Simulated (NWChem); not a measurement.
# A workflow on the pair BPH6···SiH2O

Wanted: a single-point energy (singlet BSiPH8O, wB97X-D3/pcseg-1), then the energy (singlet BPH6, wB97X-D3/pcseg-1), then a single-point energy (singlet SiH2O, wB97X-D3/pcseg-1), then the energy (singlet BPH6, wB97X-D3/pcseg-1), then a single-point energy (singlet SiH2O, wB97X-D3/pcseg-1) of BH8OPSi and its partners. 

The results are computed with NWChem 7.3.0.

## (1) Starting point

The species is BSiPH8O (12 atoms), meant as a singlet with charge 0. The two molecules were placed rigidly side by side, at 1.3 times their contact distance; the pair isn't optimised.

Bond lengths: B1–P2 1.910 Å, O9–Si10 1.516 Å, B1–H3 1.209 Å, B1–H4 1.209 Å, B1–H5 1.209 Å, P2–H6 1.408 Å, P2–H7 1.409 Å, P2–H8 1.409 Å, Si10–H11 1.485 Å, Si10–H12 1.486 Å. Some angles: B1–P2–H6 118.0°, B1–P2–H7 118.1°, B1–P2–H8 118.0°, P2–B1–H3 103.8°, P2–B1–H4 103.8°, P2–B1–H5 103.8°, O9–Si10–H11 124.0°, O9–Si10–H12 124.0°, H6–P2–H7 99.7°, H6–P2–H8 99.7°.

## (2) The energy at wB97X-D3/pcseg-1 (run 1)

Input file geom.nw:

```
start geom
title "BH8OPSi energy"
memory total 2200 mb
geometry noautosym nocenter noautoz
  B       -0.567630       0.234340      -0.907030
  P        0.422380      -0.174460       0.674670
  H       -1.704920       0.350240      -0.513130
  H       -0.379320      -0.723060      -1.621020
  H       -0.067020       1.261340      -1.302930
  H        0.407280       0.762840       1.725780
  H        1.811580      -0.373160       0.554080
  H        0.077680      -1.338060       1.389580
  O       -4.832800       0.148130      -2.968440
  Si      -5.696510      -0.532870      -1.925490
  H       -5.316990      -1.783260      -1.218980
  H       -7.023860      -0.029640      -1.487470
end
basis spherical bse
  * library pcseg-1
end
dft
  xc wb97x-d3
  grid fine
  convergence energy 1e-08
  iterations 100
  mulliken
  print low
end
task dft
```

Command:

```sh
$ nwchem geom.nw > geom.out
```

The program printed (excerpt; [...] marks lines left out):

```text
[...]
 d= 0,ls=0.0,diis     1   -735.4043028170 -9.02D+02  1.94D-02  1.29D+00     9.9
[...]
 d= 0,ls=0.0,diis    11   -735.5883460484 -5.90D-09  2.15D-07  8.62D-11    90.2
         Total DFT energy =     -735.588346048361
      One electron energy =    -1345.371681356550
           Coulomb energy =      503.205168395529
    Exchange-Corr. energy =      -59.723735801153
 Nuclear repulsion energy =      166.303523308565
    Dispersion correction =       -0.001620594752
[...]
      Total Density - Mulliken Population Analysis
     ---------------------------------------------
    Atom       Charge   Shell Charges
 -----------   ------   -------------------------------------------------------
    1 B    5     5.21   1.99  0.61  0.39  1.75  0.44  0.02
    2 P   15    14.77   2.00  1.99  1.11  0.44  5.98  2.67  0.43  0.15
    3 H    1     1.06   0.76  0.29  0.01
    4 H    1     1.04   0.76  0.27  0.01
    5 H    1     1.04   0.76  0.27  0.01
    6 H    1     0.96   0.75  0.20  0.01
    7 H    1     0.96   0.75  0.20  0.01
    8 H    1     0.96   0.75  0.20  0.01
    9 O    8     8.51   2.00  0.92  0.91  2.86  1.80  0.01
   10 Si  14    13.28   2.00  1.99  0.95  0.18  5.99  1.80  0.10  0.26
[...]
```

It took 91 s on 1 thread of Intel Xeon Platinum 8259CL at 2.50GHz (Skylake/Cascade Lake), shared host; peak memory 0.13 GiB.

## (3) BPH6: the energy at wB97X-D3/pcseg-1 (run 2)

Input file bh6p.nw:

```
start bh6p
title "BH6P"
memory stack 880 mb heap 220 mb global 1100 mb

geometry units angstroms noautosym nocenter noautoz
  B       -0.567630       0.234340      -0.907030
  P        0.422380      -0.174460       0.674670
  H       -1.704920       0.350240      -0.513130
  H       -0.379320      -0.723060      -1.621020
  H       -0.067020       1.261340      -1.302930
  H        0.407280       0.762840       1.725780
  H        1.811580      -0.373160       0.554080
  H        0.077680      -1.338060       1.389580
end

basis spherical bse
  B library pcseg-1
  P library pcseg-1
  H library pcseg-1
end

dft
  xc wb97x-d3
  grid fine
  convergence energy 1e-08
  maxiter 100
  mulliken
  noprint "final vectors analysis"
end

task dft energy
```

Command:

```sh
$ nwchem bh6p.nw > bh6p.out
```

The program printed (excerpt; [...] marks lines left out):

```text
[...]
          Wavefunction type:  closed shell.
          No. of atoms     :     8
          No. of electrons :    26
[...]
          Charge           :     0
          Spin multiplicity:     1
[...]
          AO basis - number of functions:    62
[...]
              XC Information
              --------------
                    wb97x-d3  Method XC Functional
                     Hartree-Fock (Exact) Exchange  1.000
                      wb97x-d3 Exchange Functional  1.000
                   wb97x-d3 Correlation Functional  1.000
[...]
 d= 0,ls=0.0,diis     1   -369.7091019051 -4.29D+02  1.02D-02  2.17D-01     3.2
[...]
 d= 0,ls=0.0,diis     8   -369.7514628979 -2.20D-09  1.89D-06  6.83D-10    24.2
         Total DFT energy =     -369.751462897889
      One electron energy =     -626.158830487337
           Coulomb energy =      226.381782365880
    Exchange-Corr. energy =      -29.518058544460
 Nuclear repulsion energy =       59.544434652972
    Dispersion correction =       -0.000790884943
[...]
      Total Density - Mulliken Population Analysis
     ---------------------------------------------
    Atom       Charge   Shell Charges
 -----------   ------   -------------------------------------------------------
    1 B    5     5.23   1.99  0.60  0.39  1.76  0.46  0.02
    2 P   15    14.77   2.00  1.99  1.11  0.44  5.98  2.67  0.42  0.15
    3 H    1     1.05   0.76  0.27  0.01
    4 H    1     1.05   0.76  0.27  0.01
    5 H    1     1.05   0.76  0.27  0.01
    6 H    1     0.96   0.75  0.20  0.01
    7 H    1     0.96   0.75  0.20  0.01
    8 H    1     0.96   0.75  0.20  0.01
[...]
```

Wall time 25 s (1 thread of Intel Xeon Platinum 8259CL at 2.50GHz (Skylake/Cascade Lake), shared host); peak memory 0.12 GiB.

## (4) SiH2O: the energy at wB97X-D3/pcseg-1 (run 3)

Input file mol.nw:

```
START mol
TITLE "H2OSi energy"
memory 2200 mb
charge 0

GEOMETRY units angstroms noautosym nocenter noautoz
O       -4.832800       0.148130      -2.968440
Si      -5.696510      -0.532870      -1.925490
H       -5.316990      -1.783260      -1.218980
H       -7.023860      -0.029640      -1.487470
END

BASIS spherical bse
* library pcseg-1
END

DFT
xc wb97x-d3
grid fine
convergence energy 1e-08
iterations 100
mulliken
print low
END

TASK dft energy
```

Command:

```sh
$ nwchem mol.nw > mol.out
```

The program printed (excerpt; [...] marks lines left out):

```text
[...]
 d= 0,ls=0.0,diis     1   -365.7005076299 -4.18D+02  4.39D-02  1.05D+00     1.2
[...]
 d= 0,ls=0.0,diis     9   -365.8380608490 -8.71D-09  4.69D-06  1.48D-08    11.3
         Total DFT energy =     -365.838060848995
      One electron energy =     -610.346602440050
           Coulomb energy =      222.231393923809
    Exchange-Corr. energy =      -30.207301017230
 Nuclear repulsion energy =       52.484785361387
    Dispersion correction =       -0.000336676911
[...]
      Total Density - Mulliken Population Analysis
     ---------------------------------------------
    Atom       Charge   Shell Charges
 -----------   ------   -------------------------------------------------------
    1 O    8     8.52   2.00  0.92  0.91  2.87  1.81  0.01
    2 Si  14    13.28   2.00  1.99  0.95  0.19  5.99  1.80  0.10  0.26
    3 H    1     1.10   0.75  0.34  0.01
    4 H    1     1.10   0.75  0.34  0.01
[...]
```

It took 12 s on 1 thread of Intel Xeon Platinum 8259CL at 2.50GHz (Skylake/Cascade Lake), shared host; peak memory 0.12 GiB.

## (5) BPH6 among ghost functions: the energy at wB97X-D3/pcseg-1 (with ghost functions) (run 4)

Input file a.nw:

```
start a
memory stack 880 mb heap 220 mb global 1100 mb
charge 0

geometry units angstrom noautosym nocenter noautoz
B       -0.567630       0.234340      -0.907030
P        0.422380      -0.174460       0.674670
H       -1.704920       0.350240      -0.513130
H       -0.379320      -0.723060      -1.621020
H       -0.067020       1.261340      -1.302930
H        0.407280       0.762840       1.725780
H        1.811580      -0.373160       0.554080
H        0.077680      -1.338060       1.389580
bqO     -4.832800     0.148130    -2.968440
bqSi    -5.696510    -0.532870    -1.925490
bqH     -5.316990    -1.783260    -1.218980
bqH     -7.023860    -0.029640    -1.487470
end

basis spherical bse
B library pcseg-1
P library pcseg-1
H library pcseg-1
bqO library O pcseg-1
bqSi library Si pcseg-1
bqH library H pcseg-1
end

dft
xc wb97x-d3
grid fine
convergence energy 1e-08
maxiter 100
mulliken
noprint "final vectors analysis"
end

task dft energy
```

Command:

```sh
$ nwchem a.nw > a.out
```

The program printed (excerpt; [...] marks lines left out):

```text
[...]
          Wavefunction type:  closed shell.
          No. of atoms     :    12
          No. of electrons :    26
[...]
          Charge           :     0
          Spin multiplicity:     1
[...]
          AO basis - number of functions:   104
[...]
              XC Information
              --------------
                    wb97x-d3  Method XC Functional
                     Hartree-Fock (Exact) Exchange  1.000
                      wb97x-d3 Exchange Functional  1.000
                   wb97x-d3 Correlation Functional  1.000
[...]
 d= 0,ls=0.0,diis     1   -369.7091109253 -4.29D+02  6.10D-03  2.17D-01     7.2
[...]
 d= 0,ls=0.0,diis     8   -369.7514735953 -2.21D-09  1.13D-06  6.84D-10    64.7
         Total DFT energy =     -369.751473595332
      One electron energy =     -626.159029278284
           Coulomb energy =      226.381962741902
    Exchange-Corr. energy =      -29.518050826979
 Nuclear repulsion energy =       59.544434652972
    Dispersion correction =       -0.000790884943
[...]
      Total Density - Mulliken Population Analysis
     ---------------------------------------------
    Atom       Charge   Shell Charges
 -----------   ------   -------------------------------------------------------
    1 B    5     5.23   1.99  0.60  0.40  1.76  0.46  0.02
    2 P   15    14.77   2.00  1.99  1.11  0.44  5.98  2.67  0.42  0.15
    3 H    1     1.04   0.76  0.27  0.01
    4 H    1     1.05   0.76  0.27  0.01
    5 H    1     1.04   0.76  0.27  0.01
    6 H    1     0.96   0.75  0.20  0.01
    7 H    1     0.96   0.75  0.20  0.01
    8 H    1     0.96   0.75  0.20  0.01
    9 X    0     0.00  -0.00 -0.00  0.00 -0.00  0.00  0.00
   10 X    0    -0.00  -0.00 -0.00  0.00  0.00 -0.00  0.00 -0.00  0.00
[...]
```

Run time: 65 s. Hardware: 1 thread of Intel Xeon Platinum 8259CL at 2.50GHz (Skylake/Cascade Lake), shared host; peak memory 0.13 GiB.

## (6) SiH2O among ghost functions: the energy at wB97X-D3/pcseg-1 (with ghost functions) (run 5)

Input file h2osi.nw:

```
START h2osi
TITLE "H2OSi energy"
memory total 2200 mb
charge 0

GEOMETRY units bohr noautosym nocenter noautoz
  O     -9.13266842     0.27992513    -5.60953862
  Si   -10.76484377    -1.00697836    -3.63864876
  H    -10.04765491    -3.36987301    -2.30353835
  H    -13.27317174    -0.05601148    -2.81091092
  bqB     -1.072665     0.442838    -1.714038
  bqP      0.798183    -0.329682     1.274942
  bqH     -3.221832     0.661858    -0.969675
  bqH     -0.716811    -1.366385    -3.063284
  bqH     -0.126649     2.383587    -2.462181
  bqH      0.769648     1.441559     3.261252
  bqH      3.423390    -0.705170     1.047059
  bqH      0.146794    -2.528567     2.625926
END

BASIS "ao basis" spherical bse
  O library pcseg-1
  Si library pcseg-1
  H library pcseg-1
  bqB library B pcseg-1
  bqP library P pcseg-1
  bqH library H pcseg-1
END

DFT
  xc wb97x-d3
  mult 1
  grid fine
  convergence energy 1e-08
  iterations 100
  mulliken
  print low
END

TASK dft
```

Command:

```sh
$ nwchem h2osi.nw > h2osi.out
```

The program printed (excerpt; [...] marks lines left out):

```text
[...]
 d= 0,ls=0.0,diis     1   -365.7006771264 -4.18D+02  1.78D-02  1.05D+00     5.1
[...]
 d= 0,ls=0.0,diis     9   -365.8381979783 -8.80D-09  1.92D-06  1.50D-08    50.9
         Total DFT energy =     -365.838197978325
      One electron energy =     -610.345934363343
           Coulomb energy =      222.230503093852
    Exchange-Corr. energy =      -30.207211636730
 Nuclear repulsion energy =       52.484781604861
    Dispersion correction =       -0.000336676964
[...]
      Total Density - Mulliken Population Analysis
     ---------------------------------------------
    Atom       Charge   Shell Charges
 -----------   ------   -------------------------------------------------------
    1 O    8     8.52   2.00  0.92  0.91  2.87  1.81  0.01
    2 Si  14    13.28   2.00  1.99  0.95  0.19  5.99  1.80  0.10  0.26
    3 H    1     1.10   0.75  0.34  0.01
    4 H    1     1.10   0.75  0.34  0.01
    5 X    0     0.00   0.00  0.00 -0.00 -0.00  0.00 -0.00
    6 X    0     0.00  -0.00 -0.00 -0.00  0.00 -0.00 -0.00  0.00 -0.00
    7 X    0     0.00  -0.00  0.00 -0.00
    8 X    0    -0.00   0.00 -0.00 -0.00
    9 X    0    -0.00   0.00 -0.00 -0.00
   10 X    0     0.00  -0.00  0.00 -0.00
[...]
```

Wall time 52 s (1 thread of Intel Xeon Platinum 8259CL at 2.50GHz (Skylake/Cascade Lake), shared host); peak memory 0.13 GiB.

## (7) Results

| quantity | value |
| --- | --- |
| run 1, wB97X-D3/pcseg-1: total energy | -735.58835 Eh |
| run 1, wB97X-D3/pcseg-1: dispersion energy | -4.25 kJ/mol |
| BPH6: total energy | -369.75146 Eh |
| BPH6: dipole moment | 4.48 D |
| BPH6: dispersion energy | -2.08 kJ/mol |
| SiH2O: total energy | -365.83806 Eh |
| SiH2O: dispersion energy | -0.88 kJ/mol |
| BPH6 among ghost functions: total energy | -369.75147 Eh |
| BPH6 among ghost functions: dipole moment | 4.47 D |
| BPH6 among ghost functions: dispersion energy | -2.08 kJ/mol |
| SiH2O among ghost functions: total energy | -365.83820 Eh |
| SiH2O among ghost functions: dispersion energy | -0.88 kJ/mol |
| interaction energy of the rigid parts BPH6 and SiH2O (parts in their own basis; closest atoms 3.98 Å apart) | 0.032 eV |
| interaction energy of the rigid parts BPH6 and SiH2O (parts in the whole basis, counterpoise; closest atoms 3.98 Å apart) | 0.036 eV |

The interaction energy of the rigid parts BPH6 and SiH2O (parts in their own basis; closest atoms 3.98 Å apart) is 0.03 eV (0.7 kcal/mol): the parts repel at this shape. Without counterpoise this holds the superposition error of the basis. The interaction energy of the rigid parts BPH6 and SiH2O (parts in the whole basis, counterpoise; closest atoms 3.98 Å apart) is 0.04 eV (3.5 kJ/mol): the parts repel at this shape. The basis-set superposition error is 0.4 kJ/mol. Mulliken charges (SiH2O) run from -0.52 on O1 to +0.72 on Si2.
